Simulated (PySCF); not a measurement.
# C5H4FN (2-fluoropyridine): the cost of one run

Programs: PySCF 2.14.0, with routines of our own; each step states its level. All values are computed. Atoms count from 0.

### Step 1. The system as given

11 atoms, charge 0, multiplicity 1; geometry from: GFN2-xTB.

### Step 2. Geometry optimisation at PBE0-D3(BJ)/def2-SVP

Job settings and geometry (Å):

```
{"job": {"xc": "PBE0", "basis": "def2-SVP", "d3": "d3bj", "grid": 2, "kind": "geom"}, "charge": 0, "multiplicity": 1}
F     -2.031341    -1.841533    -0.015947
C     -0.987950    -1.000851    -0.007725
C     -1.226942     0.366261    -0.034111
C     -0.116337     1.191485    -0.024209
C      1.149181     0.620891     0.012473
C      1.250013    -0.760112     0.035991
N      0.196676    -1.561292     0.025302
H     -2.234905     0.746734    -0.060247
H     -0.236191     2.264371    -0.044558
H      2.034601     1.235933     0.022778
H      2.208619    -1.259217     0.064288
```

Command:

```console
$ OMP_NUM_THREADS=1 python excited_run.py task.json out
```

One launch serves the whole session: the jobs run in the order shown.

**Question.** How long does this first job take on 1 thread of Intel Xeon Platinum 8259CL at 2.50GHz, shared host, and how much memory does it need?

About 66 s, with a peak of 0.64 GiB.
